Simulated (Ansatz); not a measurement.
# Cl2H4In2O2: taking an electron away

Aim: the vertical ionisation energy of Cl2H4In2O2, as cation minus neutral at the neutral's geometry, on several levels, and how well −ε(HOMO) stands in for it.

Method: unrestricted cation, the program's frozen cores in correlated methods; program: Ansatz 0.2.0, Gaussian basis.

Plan: UKS PBE-D4/def2-TZVPP; UKS r2SCAN-D4/def2-TZVPP; UKS PBE0-D4/def2-TZVPP; UKS B3LYP-D4/def2-TZVPP; UKS wB97X-V/def2-TZVPP; UKS wB97M-V/def2-TZVPP; UKS B2PLYP/def2-TZVPP; UHF-CCSD(T)/def2-TZVPP; UHF-MP2/def2-QZVPP; extrapolation to the limit; then −ε(HOMO) from the neutral's earlier runs with LDA (SPW92), PBE-D4, revPBE-D4, BLYP-D4, r2SCAN-D4, B97M-V, PBE0-D4, B3LYP-D4, r2SCANh-D4, r2SCAN0-D4, HSE06-D4, BHLYP-D4, CAM-B3LYP-D4, LC-ωPBE, ωB97X-V, ωB97M-V.

## (1) The geometry

The geometry comes from an earlier relaxation with PBE0-D4 in a triple-zeta def2 set; it is a stationary point, not always the lowest conformer. In takes the def2 core potential; no spin-orbit term is included.

10 atoms, charge 0, spin multiplicity 1.

Atoms are counted from 1 here; the program's logs count them from 0.

Bond lengths: Cl1–In2 2.332 Å, In2–O3 2.144 Å, In2–O6 2.144 Å, In2–H7 1.692 Å, O3–In4 2.144 Å, O3–H8 0.962 Å, In4–Cl5 2.332 Å, In4–O6 2.144 Å, In4–H9 1.692 Å, O6–H10 0.962 Å. Angles: Cl1–In2–O3 103.7°, Cl1–In2–O6 103.7°, Cl1–In2–H7 128.6°, O3–In2–O6 79.7°, O3–In2–H7 115.1°, O6–In2–H7 115.1°, In2–O3–In4 100.2°, In2–O3–H8 112.8°, In4–O3–H8 112.8°, O3–In4–Cl5 103.7°, O3–In4–O6 79.7°, O3–In4–H9 115.1°, Cl5–In4–O6 103.7°, Cl5–In4–H9 128.6°, O6–In4–H9 115.1°, In2–O6–In4 100.2°, In2–O6–H10 112.8°, In4–O6–H10 112.8°.

## (2) Cation, UKS PBE-D4/def2-TZVPP

Input file in.yaml:

```yaml
crystal:
  periodic: [false, false, false]
  atoms:
    - {symbol: Cl, position_ang: [-0.122932, -1.325528, -2.741002]}
    - {symbol: In, position_ang: [1.081480, -1.026309, -0.766667]}
    - {symbol: O, position_ang: [-0.421314, -1.106059, 0.760772]}
    - {symbol: In, position_ang: [-0.620310, 0.981234, 1.209579]}
    - {symbol: Cl, position_ang: [-2.595419, 1.591241, 0.130241]}
    - {symbol: O, position_ang: [0.853483, 1.063817, -0.345712]}
    - {symbol: H, position_ang: [2.578596, -1.685402, -0.334357]}
    - {symbol: H, position_ang: [-1.243461, -1.502321, 0.455331]}
    - {symbol: H, position_ang: [-0.071072, 1.440294, 2.742632]}
    - {symbol: H, position_ang: [0.560950, 1.569042, -1.110836]}
basis:
  gaussian: {orbitals: def2-TZVPP}
total_charge: 1
magnetization: {spin_polarized: true, initial_magnetization: 1}
hamiltonian: {xc: pbe, dispersion: d4}
```

Launch:

```sh
ansatz run in.yaml --threads 2 --pin off --events-out ev --progress --plain --max-ram 32768MiB --backend cuda --devices 0, --max-vram 18GiB
```

The runs that follow: Cation, UKS r2SCAN-D4/def2-TZVPP; Cation, UKS PBE0-D4/def2-TZVPP; Cation, UKS B3LYP-D4/def2-TZVPP; Cation, UKS wB97X-V/def2-TZVPP; Cation, UKS wB97M-V/def2-TZVPP; Cation, UKS B2PLYP (frozen core)/def2-TZVPP; Cation, UHF-CCSD(T)/def2-TZVPP; Cation, UHF-MP2/def2-QZVPP.

Before running them: what should the planned runs give, taken together? Wanted: ionisation energy, CCSD(T)/CBS; nearest functional by difference; nearest −ε(HOMO); −ε(HOMO) of PBE; T1 of the cation.

**Answer**, as computed:

```
                        quantity               value
  ionisation energy, CCSD(T)/CBS            11.19 eV
nearest functional by difference  ωB97X-V (-0.16 eV)
                nearest −ε(HOMO)  LC-ωPBE (+0.16 eV)
                 −ε(HOMO) of PBE             7.17 eV
                T1 of the cation               0.027
```

In words: By cation minus neutral, the functionals miss by 1.53 eV at most. The PBE orbital energy is 4.0 eV too small: a semilocal HOMO is no ionisation energy. Among orbital estimates LC-ωPBE comes nearest. Hartree-Fock falls 1.04 eV short, as the neutral has more correlation energy than the cation. The cation may have settled in a state other than its lowest; no search over hole states beyond the program's own was made. Correlated methods include outer-core shells of In, which these sets cover unevenly. With outer-core shells in play the reference is unsure by up to some tenths of an eV, so close misses can't be ranked.
